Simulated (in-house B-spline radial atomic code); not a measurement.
# Ce³⁺ in a hard spherical wall

Aim: energy and levels of Ce³⁺ squeezed by an impenetrable sphere of shrinking radius. More than one configuration is followed.

Method: non-relativistic r2SCAN, spin-polarised, spherical fractional occupations, point nucleus, basis-set limit. Code: in-house B-spline radial atomic code version 1.

**1. Starting point**

| Quantity | Value |
| --- | --- |
| element | cerium (Z = 58) |
| charge | +3 |
| electrons | 55 |
| configuration | [Xe] 4f1 |
| Hamiltonian | non-relativistic |
| nucleus | point |

The outer shells:

[Xe] 4f1
```
[Xe] core
4f [↑ ][  ][  ][  ][  ][  ][  ]
```

Where spins are not typed, each open shell is filled with up spins first.

**2. Reference run without a wall**

The run's settings:

```ini
Z = 58
electrons = 55.0
configuration = [Xe] 4f1
hamiltonian = nr
method = r2scan
spin_polarised = True
```

**3. Wall at 6.21 bohr, configuration [Xe] 4f1**

Settings: those of step 2 with these lines changed.

```diff
@@ -6 +6,2 @@
 spin_polarised = True
+wall_radius = 6.21
```

**4. Wall at 3.12 bohr, configuration [Xe] 4f1**

Settings: those of step 3 with these lines changed.

```diff
@@ -6,2 +6,2 @@
 spin_polarised = True
-wall_radius = 6.21
+wall_radius = 3.12
```

**5. Wall at 1.27 bohr, configuration [Xe] 4f1**

Settings: those of step 4 with these lines changed.

```diff
@@ -6,2 +6,2 @@
 spin_polarised = True
-wall_radius = 3.12
+wall_radius = 1.27
```

**6. Wall at 6.21 bohr, configuration [Kr] 4d10 4f2 5s2 5p5**

The run's settings:

```ini
Z = 58
electrons = 55.0
configuration = [Kr] 4d10 4f2 5s2 5p5
hamiltonian = nr
method = r2scan
spin_polarised = True
wall_radius = 6.21
```

**7. Wall at 3.12 bohr, configuration [Kr] 4d10 4f2 5s2 5p5**

Settings: those of step 6 with these lines changed.

```diff
@@ -6,2 +6,2 @@
 spin_polarised = True
-wall_radius = 6.21
+wall_radius = 3.12
```

**8. Wall at 1.27 bohr, configuration [Kr] 4d10 4f2 5s2 5p5**

Settings: those of step 7 with these lines changed.

```diff
@@ -6,2 +6,2 @@
 spin_polarised = True
-wall_radius = 3.12
+wall_radius = 1.27
```

**9. Wall at 6.21 bohr, configuration [Kr] 4d10 4f1 5s2 5p5 5f1**

The run's settings:

```ini
Z = 58
electrons = 55.0
configuration = [Kr] 4d10 4f1 5s2 5p5 5f1
hamiltonian = nr
method = r2scan
spin_polarised = True
wall_radius = 6.21
```

**10. Wall at 3.12 bohr, configuration [Kr] 4d10 4f1 5s2 5p5 5f1**

Settings: those of step 9 with these lines changed.

```diff
@@ -6,2 +6,2 @@
 spin_polarised = True
-wall_radius = 6.21
+wall_radius = 3.12
```

**11. Wall at 1.27 bohr, configuration [Kr] 4d10 4f1 5s2 5p5 5f1**

Settings: those of step 10 with these lines changed.

```diff
@@ -6,2 +6,2 @@
 spin_polarised = True
-wall_radius = 3.12
+wall_radius = 1.27
```

What do the energy and the highest level do as the wall closes in, and which configuration is lower at each radius?

The runs gave:

| configuration | radius (bohr) | energy above the free system (eV) | highest level (eV) |
| --- | --- | --- | --- |
| [Xe] 4f1 | 6.21 | 0.0016 | -31.915 (4f up) |
| [Xe] 4f1 | 3.12 | 15.145 | -26.530 (4f up) |
| [Xe] 4f1 | 1.27 | 2726.00 | 326.53 (5p down) |
| [Kr] 4d10 4f2 5s2 5p5 | 6.21 | 14.579 | -28.385 (4f up) |
| [Kr] 4d10 4f2 5s2 5p5 | 3.12 | 29.593 | -22.866 (4f up) |
| [Kr] 4d10 4f2 5s2 5p5 | 1.27 | 2538.23 | 330.67 (5p down) |
| [Kr] 4d10 4f1 5s2 5p5 5f1 | 6.21 | 39.252 | -9.647 (5f up) |
| [Kr] 4d10 4f1 5s2 5p5 5f1 | 3.12 | 75.313 | 18.761 (5f up) |
| [Kr] 4d10 4f1 5s2 5p5 5f1 | 1.27 | 2838.89 | 441.17 (5f up) |

What this shows: For [Xe] 4f1 the energy above the free reference is 0.0016 eV at 6.21 bohr and 2726.00 eV at 1.27 bohr. Its highest level passes zero between 3.12 and 1.27 bohr; in smaller spheres the level is positive, pushed up by confinement, and the wall keeps the electron in. The order of [Xe] 4f1 and [Kr] 4d10 4f2 5s2 5p5 turns between 3.12 and 1.27 bohr, so at equal radius strong confinement favours [Kr] 4d10 4f2 5s2 5p5. At 1.27 bohr the lowest of all 3 is [Kr] 4d10 4f2 5s2 5p5. A hard wall is a crude model of an atom's surroundings.
